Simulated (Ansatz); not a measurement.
# BH4NSiTe, SMILES [TeH]B1N[SiH2]1: an atomisation energy

Program: Ansatz's Python interface.

Typed at the interpreter:
```pycon
>>> from collections import Counter
>>> import ansatz as az
>>> def energy(molecule, charge=0, unpaired=0):
...     calc = (
...         molecule.calculation()
...         .basis(gaussian="def2-SVP")
...         .functional("HF")
...     )
...     if charge:
...         calc = calc.charge(charge)
...     if unpaired:
...         calc = calc.spin("collinear", total=unpaired)
...     return calc.run(threads=1).report["free_energy_ev"]
...
>>> GEOMETRY = """
... Te   -1.14800    2.40720   -0.08370
... B    -0.03460    0.57300    0.00010
... N     1.27240   -0.17660   -0.01370
... Si    0.17540   -1.39170    0.25140
... H    -1.35760    2.25760   -1.83110
... H     1.75700    0.03890    0.91850
... H    -0.18950   -1.71870    1.65900
... H    -0.38280   -2.04680   -0.95630
... """
>>> molecule = az.Crystal.molecule()
>>> for line in GEOMETRY.strip().splitlines():
...     symbol, *xyz = line.split()
...     molecule = molecule.atom(symbol, [float(v) for v in xyz])
...
>>> unpaired = {"Te": 2, "B": 1, "N": 3, "Si": 2, "H": 1}
>>> counts = Counter(site.symbol for site in molecule.cartesian_sites)
>>> atom_energy = {s: energy(az.Crystal.molecule().atom(s, (0, 0, 0)), 0, unpaired[s]) for s in counts}

>>> whole = energy(molecule, 0, 0)
>>> for s, e in atom_energy.items():
...     print(f"{s:2s} x{counts[s]}  {e:14.5f} eV")
...
Te x1     -7265.35339 eV
B  x1      -666.69406 eV
N  x1     -1478.57238 eV
Si x1     -7857.37291 eV
H  x4       -13.58606 eV
>>> print(f"BH4NSiTe: {whole:.5f} eV")
BH4NSiTe: -17337.48697 eV
>>> split = sum(counts[s] * e for s, e in atom_energy.items()) - whole
>>> print(f"atomisation energy (no zero-point term): {split:.3f} eV, {split / sum(counts.values()):.3f} eV an atom")
atomisation energy (no zero-point term): 15.150 eV, 1.894 eV an atom
```

15.150 eV from the electronic energies, without the zero-point term.

Total energies depend on the basis set; only differences at equal settings carry meaning. The geometry is a force-field or estimated start, not a minimum of this method, and the basis set is short of its limit. All parts are taken at fixed geometry, without zero-point energy. def2 sets replace the cores of elements past krypton by effective core potentials. Hartree-Fock leaves correlation out, so bond, atomisation and ionisation energies come out well too low. The spin-orbit lowering of heavy atoms is left out. Timing: 1.9 s on 1 thread of Arm Neoverse V1, with other jobs on the host, peak memory 0.22 GiB.

(Lines on the test bed's own set-up are left out of the output.)
